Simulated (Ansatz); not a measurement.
# AlBNH4F (SMILES [NH2][AlH][BH]F) at 6 levels

Aim: a comparison of 6 runs (HF/STO-3G, HF/def2-SVPD, PBE0/def2-SVPD, wB97M-V/def2-SVPD, MP2/def2-SVPD, CCSD/def2-SVPD) of AlBNH4F. 

Program for the calculation: Ansatz 0.2.0.

92 further runs of the same task are left out: 92 set aside as unsound or not needed.

## Step 1: The system as given

AlBNH4F: 8 atoms, total charge 0, spin state singlet. As SMILES, `[NH2][AlH][BH]F`. The B3–H8 distance was set to 2.175 Å, away from the relaxed value. At this shape a bond of the SMILES string is far longer than usual.

Bond lengths: N1–Al2 1.770 Å, Al2–B3 2.169 Å, B3–F4 1.330 Å, N1–H5 1.008 Å, N1–H6 1.008 Å, Al2–H7 1.590 Å. Angles: N1–Al2–B3 116.8°, Al2–B3–F4 118.5°, N1–Al2–H7 116.9°, B3–Al2–H7 126.3°, Al2–N1–H5 125.6°, Al2–N1–H6 124.3°, H5–N1–H6 110.2°.

## Step 2: The energy at HF/STO-3G (run 1)

input.yaml

```yaml
crystal:
  periodic: [false, false, false]
  atoms:
    - {symbol: "N", position_ang: [-1.778266, 1.850165, 0.095299]}
    - {symbol: Al, position_ang: [-0.384966, 0.859365, 0.554199]}
    - {symbol: B, position_ang: [0.080634, -0.826435, -0.728701]}
    - {symbol: F, position_ang: [-0.721266, -1.080835, -1.758301]}
    - {symbol: H, position_ang: [-2.108866, 2.662265, 0.591599]}
    - {symbol: H, position_ang: [-2.357866, 1.675665, -0.710501]}
    - {symbol: H, position_ang: [0.406034, 1.291665, 1.863399]}
    - {symbol: H, position_ang: [1.753200, -2.203800, -0.542400]}
basis:
  gaussian:
    orbitals: STO-3G
accuracy: high
hamiltonian:
  xc: hf
output:
  orbitals: {seedname: orbitals}
```

On the command line:

```
$ ansatz run input.yaml --threads 1 --pin off --max-ram 3480MiB --events-out events.jsonl --progress --plain --runs-dir runs
```

What it wrote:

```text
Warning: RAYON_NUM_THREADS=1 ignored (pool sized by the plan → 1); use --threads N
Functional definition: HF
  name "HF"
  exchange = exact_x
  correlation = 0
533 factors; integrals over basis functions are off by at most 3.7e-8 eV
mean field evaluation 1: about -11351.2329 eV, gradient 3.0e1 eV
mean field evaluation 2: about -11351.2966 eV, gradient 3.0e1 eV
mean field evaluation 4: about -11356.2756 eV, gradient 2.7e0 eV
mean field evaluation 8: about -11356.3324 eV, gradient 6.2e-2 eV
mean field evaluation 16: about -11341.8272 eV, gradient 1.2e1 eV
mean field -11356.33241200 eV, -417.3375185424 hartree, gradient 1.6e-8 eV, S^2 0.000000; 0 other end points of the search recorded, 0 dependent functions left out
reference -11356.33241200 eV, -417.3375185424 hartree; 19, 19 occupied and 9, 9 virtual orbitals, 533 factors
Total energy: -11356.33241200 eV, -417.3375185424 hartree
```

It took 0.26 s on 1 thread of Arm Neoverse V1, shared host.

## Step 3: A single-point energy at HF/def2-SVPD (run 2)

job.yaml

```yaml
crystal:
  periodic: [false, false, false]
  atoms:
    - {symbol: N, position_ang: [-1.778266, 1.850165, 0.095299]}
    - {symbol: Al, position_ang: [-0.384966, 0.859365, 0.554199]}
    - {symbol: B, position_ang: [0.080634, -0.826435, -0.728701]}
    - {symbol: F, position_ang: [-0.721266, -1.080835, -1.758301]}
    - {symbol: H, position_ang: [-2.108866, 2.662265, 0.591599]}
    - {symbol: H, position_ang: [-2.357866, 1.675665, -0.710501]}
    - {symbol: H, position_ang: [0.406034, 1.291665, 1.863399]}
    - {symbol: H, position_ang: [1.753200, -2.203800, -0.542400]}
basis:
  gaussian:
    orbitals: def2-SVPD
output:
  orbitals: {seedname: orbitals}
hamiltonian:
  xc: hf
accuracy: high
```

On the command line:

```
$ ansatz run job.yaml --threads 1 --pin off --max-ram 3480MiB --events-out events.jsonl --progress --plain --runs-dir runs
```

What it wrote:

```text
Warning: RAYON_NUM_THREADS=1 ignored (pool sized by the plan → 1); use --threads N
[... 4 set-up lines as earlier in the session ...]
2441 factors; integrals over basis functions are off by at most 3.0e-9 eV
mean field evaluation 1: about -11494.1783 eV, gradient 4.0e1 eV
mean field evaluation 2: about -11494.2200 eV, gradient 4.0e1 eV
mean field evaluation 4: about -11498.2061 eV, gradient 3.3e0 eV
mean field evaluation 8: about -11498.2744 eV, gradient 3.1e-1 eV
mean field evaluation 16: about -11498.2750 eV, gradient 4.5e-9 eV
mean field -11498.27503390 eV, -422.5538136852 hartree, gradient 4.6e-9 eV, S^2 0.000000; 0 other end points of the search recorded, 0 dependent functions left out
reference -11498.27503390 eV, -422.5538136852 hartree; 19, 19 occupied and 100, 100 virtual orbitals, 2441 factors
Total energy: -11498.27503390 eV, -422.5538136852 hartree
```

Run time: 5.7 s. Hardware: 1 thread of Arm Neoverse V1, shared host; peak memory 0.38 GiB.

Runs 3 to 5 aren't shown in full; the table further down has their settings and results.

## Step 4: A single-point energy at CCSD/def2-SVPD (run 6)

molecule.yaml

```yaml
crystal:
  periodic: [false, false, false]
  atoms:
    - symbol: N
      position_ang: [-1.778266, 1.850165, 0.095299]
    - symbol: Al
      position_ang: [-0.384966, 0.859365, 0.554199]
    - symbol: B
      position_ang: [0.080634, -0.826435, -0.728701]
    - symbol: F
      position_ang: [-0.721266, -1.080835, -1.758301]
    - symbol: H
      position_ang: [-2.108866, 2.662265, 0.591599]
    - symbol: H
      position_ang: [-2.357866, 1.675665, -0.710501]
    - symbol: H
      position_ang: [0.406034, 1.291665, 1.863399]
    - symbol: H
      position_ang: [1.753200, -2.203800, -0.542400]
basis:
  gaussian:
    orbitals: def2-SVPD
correlation:
  method: ccsd
  frozen_orbitals: {Al: 5, B: 1, F: 1, H: 0, "N": 1}
accuracy: high
scf:
  omitted_lower_state_checks: [cluster_reference, increment]
```

On the command line:

```
$ ansatz run molecule.yaml --threads 1 --pin off --max-ram 3480MiB --events-out events.jsonl --progress --plain --runs-dir runs
```

What it wrote:

```text
Warning: RAYON_NUM_THREADS=1 ignored (pool sized by the plan → 1); use --threads N
[... 4 set-up lines as earlier in the session ...]
these checks for a lower state are left out or cut short: cluster_reference, increment
2441 factors; integrals over basis functions are off by at most 3.0e-9 eV
mean field evaluation 1: about -11494.1783 eV, gradient 4.0e1 eV
mean field evaluation 2: about -11494.2200 eV, gradient 4.0e1 eV
mean field evaluation 4: about -11498.2061 eV, gradient 3.3e0 eV
mean field evaluation 8: about -11498.2744 eV, gradient 3.1e-1 eV
mean field evaluation 16: about -11498.2750 eV, gradient 4.5e-9 eV
mean field -11498.27503390 eV, -422.5538136852 hartree, gradient 4.6e-9 eV, S^2 0.000000; 0 other end points of the search recorded, 0 dependent functions left out; unrestricted orbitals would lower it
8 core orbitals not correlated: weight in the atoms' cores, before any rotation towards them, 1.000 or more for the frozen orbitals, at most 0.000 for the correlated occupied ones
reference -11498.27503390 eV, -422.5538136852 hartree; 11, 11 occupied and 100, 100 virtual orbitals, 2441 factors
second order -14.52463153 eV of doubles, -0.00000000 eV of singles
cycle   1  -15.00918497 eV  change   -4.8e-1 eV  update   1.2e-1
cycle   2  -15.52185426 eV  change   -5.1e-1 eV  update   4.7e-2
cycle   3  -15.71001588 eV  change   -1.9e-1 eV  update   2.9e-2
cycle   4  -15.70278464 eV  change    7.2e-3 eV  update   9.0e-3
cycle   5  -15.69773753 eV  change    5.0e-3 eV  update   3.6e-3
cycle   6  -15.69969451 eV  change   -2.0e-3 eV  update   1.4e-3
cycle   7  -15.69932826 eV  change    3.7e-4 eV  update   4.6e-4
cycle   8  -15.69913813 eV  change    1.9e-4 eV  update   1.7e-4
cycle   9  -15.69922974 eV  change   -9.2e-5 eV  update   7.4e-5
cycle  10  -15.69925981 eV  change   -3.0e-5 eV  update   2.5e-5
cycle  11  -15.69925012 eV  change    9.7e-6 eV  update   1.2e-5
cycle  12  -15.69925581 eV  change   -5.7e-6 eV  update   6.2e-6
cycle  13  -15.69925437 eV  change    1.4e-6 eV  update   3.8e-6
cycle  14  -15.69925596 eV  change   -1.6e-6 eV  update   2.6e-6
cycle  15  -15.69925848 eV  change   -2.5e-6 eV  update   1.3e-6
cycle  16  -15.69925878 eV  change   -3.1e-7 eV  update   5.6e-7
cycle  17  -15.69925841 eV  change    3.7e-7 eV  update   2.5e-7
cycle  18  -15.69925812 eV  change    2.9e-7 eV  update   1.1e-7
cycle  19  -15.69925804 eV  change    7.5e-8 eV  update   5.8e-8
cycle  20  -15.69925796 eV  change    8.7e-8 eV  update   4.2e-8
cycle  21  -15.69925739 eV  change    5.6e-7 eV  update   2.9e-7
cycle  22  -15.69925713 eV  change    2.6e-7 eV  update   1.3e-7
cycle  23  -15.69925694 eV  change    1.9e-7 eV  update   5.5e-8
cycle  24  -15.69925691 eV  change    2.6e-8 eV  update   2.3e-8
cycle  25  -15.69925689 eV  change    2.5e-8 eV  update   1.1e-8
cycle  26  -15.69925688 eV  change    7.9e-9 eV  update   4.4e-9
cycle  27  -15.69925688 eV  change    1.0e-9 eV  update   1.9e-9
Total energy: -11513.97429078 eV, -423.1307507341 hartree
Checks for a lower state left out: cluster_reference, increment
```

It took 44 s on 1 thread of Arm Neoverse V1, shared host; peak memory 1.1 GiB.

## Step 5: The series

| run | level | frozen core orbitals | energy (Eh) | HOMO energy (eV) | LUMO energy (eV) | HOMO–LUMO gap (eV) | wall time |
| --- | --- | --- | --- | --- | --- | --- | --- |
| 1 | HF/STO-3G | – | -417.337519 | -5.26 | 6.70 | 11.95 | 0.26 s |
| 2 | HF/def2-SVPD | – | -422.553814 | -8.96 | 0.44 | 9.40 | 5.7 s |
| 3 | PBE0/def2-SVPD | – | -423.712061 | -6.64 | -2.65 | 3.99 | 13 s |
| 4 | wB97M-V/def2-SVPD | – | -423.942060 | -8.57 | -0.73 | 7.84 | 98 s |
| 5 | MP2/def2-SVPD | 8 | -423.087584 | – | – | – | 6.6 s |
| 6 | CCSD/def2-SVPD | 8 | -423.130751 | – | – | – | 44 s |

## Step 6: What came out

| quantity | value |
| --- | --- |
| run 6: total energy | -423.13075 Eh |
| run 6: correlation energy (8 core orbitals frozen) | -576.9 mEh |
| run 6: T1 diagnostic | 0.021 |

In words: Below the HF energy at the same shape and in the same basis (def2-SVPD): MP2 -533.8 mEh; CCSD -576.9 mEh. Over runs 1, 2, 3, 4 the HOMO–LUMO gap runs from 3.99 eV (PBE0/def2-SVPD) to 11.95 eV (HF/STO-3G). The two ends differ in method and basis. Totals of different functionals can't be ranked against each other. In runs 5, 6 the log says that unrestricted orbitals would lower the reference, so the values rest on an unstable closed-shell determinant (other closed-shell runs at this shape may share the fault). In run 1 the basis is minimal, so the values are rough. All runs together took 2.8 min, the longest 98 s.
